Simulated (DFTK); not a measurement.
# HPbNO4 (P1) in DFTK: settings compared

The runs below take HPbNO4 through band structure, with PBE, r2SCAN, LDA, TASK.

Program: DFTK 0.8.2. These are calculated values, not measurements. Logs are shortened: lines on timing, memory, paths and dates and some standing lists are left out, and cuts for length are marked.

### Step 1. The crystal as given

The typed cell holds 7 atoms: a = 3.858 Å, b = 5.535 Å, c = 6.055 Å, α = 106.62°, β = 93.97°, γ = 90.45°.

The cell was built by a generator and needn't be a form met in nature.

### Step 2. Band structure, PBE

run.jl

```julia
using DFTK
using PseudoPotentialData
using Unitful, UnitfulAtomic
using LinearAlgebra, Printf
using AtomsBase
include("save.jl")
setup_threading()

cell = [[3.85404, 0.14384, 0.09012],
        [-0.2532, 5.52698, 0.16471],
        [-0.48197, -1.9272, 5.72025]]u"Å"
system = periodic_system([:H => [0.10913, 0.65718, 0.54463],
                          :Pb => [0.61029, 0.52127, 0.151],
                          :N => [0.9158, 0.96263, 0.95867],
                          :O => [0.01384, 0.13639, 0.88084],
                          :O => [0.72398, 0.01057, 0.12858],
                          :O => [0.00389, 0.73732, 0.87043],
                          :O => [0.11927, 0.59324, 0.37651]],
                         cell; fractional=true)
lattice   = austrip.(hcat(cell_vectors(system)...))
symbols   = atomic_symbol(system, :) .|> Symbol
positions = [lattice \ austrip.(position(system, i)) for i in 1:length(system)]
pseudopotentials = PseudoFamily("dojo.nc.sr.pbe.v0_4_1.standard.upf")
elements = Dict(s => ElementPsp(s, pseudopotentials) for s in unique(symbols))
atoms    = [elements[s] for s in symbols]

build_model(lattice, positions; symmetries=true) =
    model_DFT(lattice, atoms, positions;
              functionals=PBE(),
              temperature=austrip(0.05u"eV"),
              smearing=Smearing.FermiDirac(),
              symmetries)
Ecut  = 42.0  # hartree
kgrid = [4, 3, 3]
tol   = 1e-6
to_GPa = ustrip(uconvert(u"GPa", 1u"hartree/bohr^3"))

model = build_model(lattice, positions)
basis = PlaneWaveBasis(model; Ecut, kgrid)
display(basis)
scfres = self_consistent_field(basis;
                               tol,
                               nbandsalg=AdaptiveBands(model; n_bands_converge=28))
display(scfres.energies)
@printf "Fermi level: %.6f eV\n" ustrip(auconvert(u"eV", something(scfres.εF, NaN)))
forces = compute_forces_cart(scfres)
println("Forces (eV/Å)")
for (s, f) in zip(symbols, forces)
    @printf "%-3s %12.6f %12.6f %12.6f\n" s ustrip.(auconvert.(u"eV/Å", f))...
end
stress = compute_stresses_cart(scfres)
println("Stress (GPa)")
display(round.(stress * to_GPa; digits=4))
println("Levels at the first k-point (eV): ", round.(ustrip.(auconvert.(u"eV", scfres.eigenvalues[1][1:scfres.n_bands_converge])); digits=4))
save_scf!(scfres; forces, stress)

points = Dict("G" => [0.0, 0.0, 0.0], "L" => [0.5, -0.5, 0.0], "M" => [0.0, 0.0, -0.5], "N" => [0.5, 0.5, -0.5], "R" => [0.5, 0.0, -0.5], "X" => [0.5, 0.0, 0.0], "Y" => [0.0, -0.5, 0.0], "Z" => [0.0, 0.5, -0.5])
segments = [("X", "G", 7), ("G", "Y", 5), ("L", "G", 8), ("G", "Z", 5), ("N", "G", 8), ("G", "M", 4), ("R", "G", 8)]
kcoords = vcat([[points[a] + t * (points[b] - points[a]) for t in range(0, 1, n)] for (a, b, n) in segments]...)
bands = compute_bands(scfres, ExplicitKpoints(kcoords); n_bands=30, tol=1e-5)
for (k, ε) in zip(bands.basis.kpoints, bands.eigenvalues)
    @printf "%d %8.4f %8.4f %8.4f " k.spin k.coordinate...
    println(join([@sprintf("%9.4f", e) for e in ustrip.(auconvert.(u"eV", ε .- scfres.εF))]))
end
results["band_energies"] = rows(bands.eigenvalues); results["band_kpoints"] = rows(kcoords)
```

Potentials or basis: dojo.nc.sr.pbe.v0_4_1.standard.upf (PBE).

Command:

```
julia --threads=4 run.jl  # save.jl only writes the numbers to a file and isn't shown; printed stress counts tension as positive; times include loading and compiling
```

Output:

```text
PlaneWaveBasis discretization:

    Ecut                 : 42.0 Ha
    fft_size             : (45, 64, 72), 207360 total points
    kgrid                : MonkhorstPack([4, 3, 3])
    num.   red. kpoints  : 36
    num. irred. kpoints  : 36

    Discretized Model(gga_x_pbe+gga_c_pbe, 3D):
        lattice (in Bohr)    : [7.28308   , -0.478479 , -0.910791 ]
                               [0.271818  , 10.4445   , -3.64188  ]
                               [0.170302  , 0.311257  , 10.8097   ]
        unit cell volume     : 833.77 Bohr³

        atoms                : HNO₄Pb
        pseudopot. family    : PseudoFamily("dojo.nc.sr.pbe.v0_4_1.standard.upf")

        num. electrons       : 44
        spin polarization    : none
        temperature          : 0.0018375 Ha
        smearing             : DFTK.Smearing.FermiDirac()

        terms                : Kinetic()
                               AtomicLocal()
                               AtomicNonlocal()
                               Ewald(nothing)
                               PspCorrection()
                               Hartree()
                               Xc(gga_x_pbe, gga_c_pbe)
                               Entropy()
n     Energy            log10(ΔE)   log10(Δρ)   Diag   Δtime
---   ---------------   ---------   ---------   ----   ------
  1   -147.0312017843                   -0.27    6.3    31.3s
  2   -147.3118973931       -0.55       -0.60    3.0    17.7s
  3   -147.3502989833       -1.42       -0.96    3.1    16.9s
  4   -147.3584167324       -2.09       -1.43    2.0    14.1s
  5   -147.3589692094       -3.26       -1.80    1.0    8.41s
  6   -147.3591769768       -3.68       -2.32    2.0    9.47s
  7   -147.3592064156       -4.53       -2.80    3.2    10.1s
  8   -147.3592102365       -5.42       -3.11    3.2    12.2s
  9   -147.3592106356       -6.40       -3.52    2.9    10.3s
 10   -147.3592107842       -6.83       -3.84    2.9    12.5s
 11   -147.3592108206       -7.44       -4.31    2.9    12.6s
 12   -147.3592108270       -8.20       -4.82    3.6    13.8s
 13   -147.3592108273       -9.42       -5.40    3.1    12.8s
 14   -147.3592108274      -10.54       -5.86    3.6    13.0s
 15   -147.3592108274      -11.61       -6.30    2.6    13.2s
Energy breakdown (in Ha):
    Kinetic             86.1027477
    AtomicLocal         -164.8464301
    AtomicNonlocal      -25.6133306
    Ewald               -67.2916520
    PspCorrection       3.9510735
    Hartree             60.2958116
    Xc                  -39.9574309
    Entropy             -0.0000000

    total               -147.359210827374
Fermi level: 0.351771 eV
Forces (eV/Å)
H       0.023774    -0.006040    -0.161402
Pb     -0.031496    -0.001625    -0.039647
N       0.013706     0.004328    -0.013097
O       0.007184     0.023423    -0.002592
O      -0.027422    -0.001093     0.023597
O       0.009812    -0.023901    -0.013486
O       0.003965     0.005980     0.207516
Stress (GPa)
3×3 StaticArraysCore.SMatrix{3, 3, Float64, 9} with indices SOneTo(3)×SOneTo(3):
 -0.1269  -0.0131  -0.0678
 -0.0131  -0.0106  -0.0248
 -0.0678  -0.0248   0.1424
Levels at the first k-point (eV): [-26.8777, -21.4753, -21.2366, -18.6303, -16.2225, -16.2022, -16.1677, -16.1446, -16.0685, -10.9281, -8.7993, -8.559, -8.381, -7.7457, -4.2129, -3.9734, -3.3678, -3.0662, -2.8865, -2.6544, -1.8616, -1.604, 2.2746, 3.1875, 4.6361, 4.8411, 6.6706, 8.1231]
1   0.5000   0.0000   0.0000  -27.1927 -21.8171 -21.6339 -18.9875 -16.5802 -16.5728 -16.5281 -16.4372 -16.1933 -11.1136  -9.5360  -8.8777  -8.7238  -7.7384  -6.6237  -4.3192  -3.7264  -3.4451  -3.1228  -2.1037  -1.9930  -1.8738   1.6418   3.4472   4.0272   4.7674   6.3184   7.3576   8.0322   9.0884
1   0.4167   0.0000   0.0000  -27.1952 -21.8176 -21.6309 -18.9867 -16.5799 -16.5731 -16.5259 -16.4464 -16.2045 -11.1268  -9.5071  -8.8808  -8.7248  -7.7968  -6.4739  -4.3361  -3.7185  -3.4336  -3.1415  -2.1173  -2.0076  -1.8975   1.6593   3.5092   4.0479   4.6359   6.2534   7.3520   8.1285   9.1477
1   0.3333   0.0000   0.0000  -27.2019 -21.8192 -21.6227 -18.9850 -16.5784 -16.5735 -16.5200 -16.4700 -16.2365 -11.1609  -9.4310  -8.8877  -8.7273  -7.9080  -6.1004  -4.3816  -3.6954  -3.4011  -3.1985  -2.1655  -2.0786  -1.9283   1.7046   3.6704   4.1014   4.3248   6.0783   7.4024   8.2604   9.1782
1   0.2500   0.0000   0.0000  -27.2112 -21.8216 -21.6114 -18.9832 -16.5742 -16.5737 -16.5120 -16.4980 -16.2847 -11.2038  -9.3335  -8.8934  -8.7310  -8.0027  -5.6066  -4.4430  -3.6557  -3.3549  -3.2941  -2.3179  -2.1474  -1.9394   1.7635   3.6633   4.1419   4.2038   5.9143   7.5009   8.2688   8.9398
1   0.1667   0.0000   0.0000  -27.2203 -21.8243 -21.5999 -18.9822 -16.5742 -16.5647 -16.5202 -16.5041 -16.3414 -11.2432  -9.2420  -8.8977  -8.7341  -8.0621  -5.0687  -4.5036  -3.5930  -3.4319  -3.3014  -2.5652  -2.1838  -1.9467   1.8275   3.2949   4.2242   4.3725   5.9305   7.6118   8.1538   8.7788
1   0.0833   0.0000   0.0000  -27.2270 -21.8263 -21.5914 -18.9820 -16.5743 -16.5551 -16.5263 -16.4985 -16.3944 -11.2703  -9.1760  -8.9053  -8.7339  -8.0901  -4.5806  -4.5433  -3.6051  -3.4910  -3.2603  -2.8421  -2.2058  -1.9531   1.8907   2.9673   4.2693   4.4727   6.1628   7.7231   8.0361   8.6715
[... 37 lines left out ...]
1   0.0714   0.0000  -0.0714  -27.2276 -21.8265 -21.5907 -18.9821 -16.5743 -16.5545 -16.5254 -16.4979 -16.4001 -11.2788  -9.1659  -8.9081  -8.7282  -8.0771  -4.6113  -4.5421  -3.6297  -3.4162  -3.2506  -2.8693  -2.2118  -1.9505   1.8787   2.9199   4.2720   4.5365   6.1678   7.7349   8.0038   8.6483
1   0.0000   0.0000   0.0000  -27.2294 -21.8271 -21.5883 -18.9820 -16.5743 -16.5539 -16.5195 -16.4963 -16.4202 -11.2799  -9.1510  -8.9108  -8.7328  -8.0974  -4.5646  -4.3252  -3.7195  -3.4179  -3.2383  -3.0062  -2.2134  -1.9557   1.9228   2.8357   4.2844   4.4893   6.3188   7.7714   8.0158   8.6107
```

Run time: 15 min. Hardware: 4 threads of AMD EPYC 7R43 (Zen 3), shared host; peak memory 4.7 GiB.

What came out:

* Free energy: -4009.8484 eV
* Pressure: 0.0 GPa
* Largest force: 0.208 eV/Å
* Band gap on the k mesh: 3.20 eV, indirect (least direct gap 3.29 eV)
* Band gap along the path: 3.10 eV, indirect (least direct gap 3.16 eV)

Forces on the atoms (eV/Å):
```
H    0.024 -0.006 -0.161
Pb  -0.031 -0.002 -0.040
N    0.014  0.004 -0.013
O    0.007  0.023 -0.003
O   -0.027 -0.001  0.024
O    0.010 -0.024 -0.013
O    0.004  0.006  0.208
```

Levels at the corners of the path, in eV from the valence-band top:
```tsv
point	band 19	band 20	band 21	band 22	band 23	band 24	band 25	band 26
X	-1.61	-0.59	-0.48	-0.36	3.15	4.96	5.54	6.28
Γ	-1.73	-1.50	-0.70	-0.45	3.43	4.34	5.79	6.00
Y	-1.51	-1.16	-0.88	-0.60	3.49	4.31	4.65	7.50
L	-1.63	-0.66	-0.54	-0.06	3.18	4.89	5.35	6.31
Γ	-1.73	-1.50	-0.70	-0.45	3.43	4.34	5.79	6.00
Z	-1.56	-1.04	-0.85	-0.59	3.46	4.03	4.65	7.46
N	-1.59	-0.68	-0.59	0.00	3.16	4.86	5.64	6.15
Γ	-1.73	-1.50	-0.70	-0.45	3.43	4.34	5.79	6.00
M	-1.54	-1.30	-0.74	-0.42	3.26	3.79	5.78	7.16
R	-1.63	-0.60	-0.51	-0.42	3.10	5.25	5.53	6.14
Γ	-1.73	-1.50	-0.70	-0.45	3.43	4.34	5.79	6.00
```

Caveat: spin-orbit coupling is left out, which as a rule narrows the gap of such compounds by several tenths of an eV; the mesh misses the band edges, which the band path finds closer together. PBE gaps usually lie below the measured ones, often by a third to a half.

### Step 3. Band structure, r2SCAN

run.jl, as its differences from that of step 2:

```diff
@@ -4,3 +4,2 @@
 using LinearAlgebra, Printf
-using AtomsBase
 include("save.jl")
@@ -8,18 +7,13 @@
 
-cell = [[3.85404, 0.14384, 0.09012],
-        [-0.2532, 5.52698, 0.16471],
-        [-0.48197, -1.9272, 5.72025]]u"Å"
-system = periodic_system([:H => [0.10913, 0.65718, 0.54463],
-                          :Pb => [0.61029, 0.52127, 0.151],
-                          :N => [0.9158, 0.96263, 0.95867],
-                          :O => [0.01384, 0.13639, 0.88084],
-                          :O => [0.72398, 0.01057, 0.12858],
-                          :O => [0.00389, 0.73732, 0.87043],
-                          :O => [0.11927, 0.59324, 0.37651]],
-                         cell; fractional=true)
-lattice   = austrip.(hcat(cell_vectors(system)...))
-symbols   = atomic_symbol(system, :) .|> Symbol
-positions = [lattice \ austrip.(position(system, i)) for i in 1:length(system)]
-pseudopotentials = PseudoFamily("dojo.nc.sr.pbe.v0_4_1.standard.upf")
-elements = Dict(s => ElementPsp(s, pseudopotentials) for s in unique(symbols))
+lines = readlines("HPbNO4.cif")
+tag(name) = parse(Float64, split(only(filter(startswith(name), lines)))[2])
+a, b, c = tag.(["_cell_length_a", "_cell_length_b", "_cell_length_c"])
+α, β, γ = deg2rad.(tag.(["_cell_angle_alpha", "_cell_angle_beta", "_cell_angle_gamma"]))
+cx, cy  = cos(β), (cos(α) - cos(β) * cos(γ)) / sin(γ)
+lattice = austrip(1u"Å") * [a b*cos(γ) c*cx; 0 b*sin(γ) c*cy; 0 0 c*sqrt(1 - cx^2 - cy^2)]
+sites     = split.(lines[findlast(startswith("_atom_site_"), lines)+1:end])
+symbols   = [Symbol(s[2]) for s in sites]
+positions = [parse.(Float64, s[5:7]) for s in sites]
+pseudopotentials = Dict(:H => "H.upf", :N => "N.upf", :O => "O.upf", :Pb => "Pb.upf")
+elements = Dict(s => ElementPsp(s, pseudopotentials; rcut=10.0) for s in unique(symbols))
 atoms    = [elements[s] for s in symbols]
@@ -28,3 +22,3 @@
     model_DFT(lattice, atoms, positions;
-              functionals=PBE(),
+              functionals=r2SCAN(),
               temperature=austrip(0.05u"eV"),
@@ -32,3 +26,3 @@
               symmetries)
-Ecut  = 42.0  # hartree
+Ecut  = 47.0  # hartree
 kgrid = [4, 3, 3]
```

HPbNO4.cif

```cif
data_HPbNO4
_cell_length_a 3.85777603
_cell_length_b 5.53522787
_cell_length_c 6.05538232
_cell_angle_alpha 106.62086844
_cell_angle_beta 93.97467201
_cell_angle_gamma 90.44540855
_space_group_name_H-M_alt 'P1'
_space_group_name_Hall 'P 1'
_space_group_IT_number 1
loop_
_space_group_symop_operation_xyz
'x,y,z'
loop_
_atom_site_label
_atom_site_type_symbol
_atom_site_symmetry_multiplicity
_atom_site_Wyckoff_symbol
_atom_site_fract_x
_atom_site_fract_y
_atom_site_fract_z
_atom_site_occupancy
H1 H 1 a 0.1091300000 0.6571800000 0.5446300000 1
Pb1 Pb 1 a 0.6102900000 0.5212700000 0.1510000000 1
N1 N 1 a 0.9158000000 0.9626300000 0.9586700000 1
O1 O 1 a 0.0138400000 0.1363900000 0.8808400000 1
O2 O 1 a 0.7239800000 0.0105700000 0.1285800000 1
O3 O 1 a 0.0038900000 0.7373200000 0.8704300000 1
O4 O 1 a 0.1192700000 0.5932400000 0.3765100000 1
```

Potentials or basis: in-house norm-conserving set (r2SCAN, scalar relativistic).

Command:

```
julia --threads=4 run.jl  # save.jl only writes the numbers to a file and isn't shown; printed stress counts tension as positive; times include loading and compiling
```

Wall time 32 min (4 threads of Intel Xeon Platinum 8375C at 2.90GHz (Ice Lake), shared host); peak memory 5 GiB.

It converged, with:

```yaml
Free_energy: -4494.5836 eV
Pressure: -2.6 GPa
Largest_force: 0.699 eV/Å
Band_gap_on_the_k_mesh: 3.55 eV, indirect (least direct gap 3.64 eV)
Band_gap_along_the_path: 3.44 eV, indirect (least direct gap 3.51 eV)
```

Forces on the atoms (eV/Å):
```
H    0.054 -0.023 -0.461
Pb   0.070  0.006  0.066
N    0.036  0.014 -0.026
O   -0.214 -0.591  0.305
O    0.364  0.016 -0.480
O   -0.199  0.543  0.325
O   -0.110  0.035  0.271
```

Stress tensor (GPa, compression positive):
```
-2.36 -0.03  0.70
-0.03 -2.83 -0.04
 0.70 -0.04 -2.49
```

Levels at the corners of the path, in eV from the valence-band top:
```csv
point,band 19,band 20,band 21,band 22,band 23,band 24,band 25,band 26
X,-1.71,-0.71,-0.59,-0.37,3.50,5.45,6.03,6.76
Γ,-1.83,-1.58,-0.81,-0.55,3.77,4.78,6.29,6.45
Y,-1.59,-1.21,-0.97,-0.70,3.83,4.73,5.11,8.00
L,-1.73,-0.77,-0.64,-0.06,3.54,5.37,5.86,6.80
Γ,-1.83,-1.58,-0.81,-0.55,3.77,4.78,6.29,6.45
Z,-1.65,-1.08,-0.95,-0.68,3.79,4.43,5.13,7.95
N,-1.69,-0.78,-0.70,0.00,3.51,5.34,6.14,6.61
Γ,-1.83,-1.58,-0.81,-0.55,3.77,4.78,6.29,6.45
M,-1.63,-1.36,-0.85,-0.53,3.61,4.18,6.27,7.66
R,-1.73,-0.72,-0.59,-0.44,3.44,5.73,6.02,6.61
Γ,-1.83,-1.58,-0.81,-0.55,3.77,4.78,6.29,6.45
```

Caveat: the program warned that the kinetic-energy density falls under its von Weizsäcker bound, which can give unphysical results; spin-orbit coupling is left out, which as a rule narrows the gap of such compounds by several tenths of an eV; the mesh misses the band edges, which the band path finds closer together. r2SCAN opens gaps a little over a GGA but as a rule still falls short of measured ones.

(Continued in part 2 of 2.)
